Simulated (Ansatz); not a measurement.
# BrF2GeH3: the cost of one run

All numbers below are computed with Ansatz 0.2.0 (RKS PBE0/def2-SVP).

## (1) The system as given

Bond lengths: Ge1–F2 2.030 Å, Ge1–H3 1.550 Å, Ge1–F4 1.679 Å, Ge1–H5 1.549 Å, Ge1–Br6 2.700 Å, Br6–H7 1.778 Å. Angles: F2–Ge1–H3 109.5°, F2–Ge1–F4 109.5°, F2–Ge1–H5 109.5°, F2–Ge1–Br6 71.6°, H3–Ge1–F4 109.5°, H3–Ge1–H5 109.5°, H3–Ge1–Br6 178.9°, F4–Ge1–H5 109.5°, F4–Ge1–Br6 69.8°, H5–Ge1–Br6 70.1°, Ge1–Br6–H7 57.7°.

Structure file:

```xyz
7

Ge    0.0000    0.0000    0.0000
F     0.0000    0.0000    2.0300
H     1.4616    0.0000   -0.5162
F    -0.7913    1.3709   -0.5594
H    -0.7300   -1.2648   -0.5162
Br   -2.5622    0.0082    0.8514
H    -1.1858    0.0038    1.9769
```

## (2) A restrained relaxation towards end A

Springs on the bonds that form and break draw the guess towards this end; the thresholds are loose.

File input.yaml:

```yaml
crystal:
  periodic: [false, false, false]
  atoms:
    - { symbol: Ge, position_ang: [0.0, 0.0, 0.0] }
    - { symbol: F, position_ang: [0.0, 0.0, 2.03] }
    - { symbol: H, position_ang: [1.4616, 0.0, -0.5162] }
    - { symbol: F, position_ang: [-0.7913, 1.3709, -0.5594] }
    - { symbol: H, position_ang: [-0.73, -1.2648, -0.5162] }
    - { symbol: Br, position_ang: [-2.5622, 0.0082, 0.8514] }
    - { symbol: H, position_ang: [-1.1858, 0.0038, 1.9769] }
basis:
  gaussian: { orbitals: def2-SVP }
hamiltonian:
  xc: pbe0
relax:
  f_tol: 0.15
  max_steps: 25
  restrain:
    - { distance: [0, 5], at: 3.6, k: 30.0 }
    - { distance: [6, 1], at: 2.12, k: 30.0 }
    - { distance: [0, 1], at: 1.68, k: 30.0 }
    - { distance: [6, 5], at: 1.55, k: 30.0 }
```

The run is started by

```bash
$ ansatz run input.yaml --threads 2 --pin off --max-ram 3072MiB --backend cpu --events-out ev --progress --plain --runs-dir out
```

Q: Estimate wall time and peak memory on 2 threads of Arm Neoverse V2, shared host.

About 23 s, with a peak of 0.27 GiB.
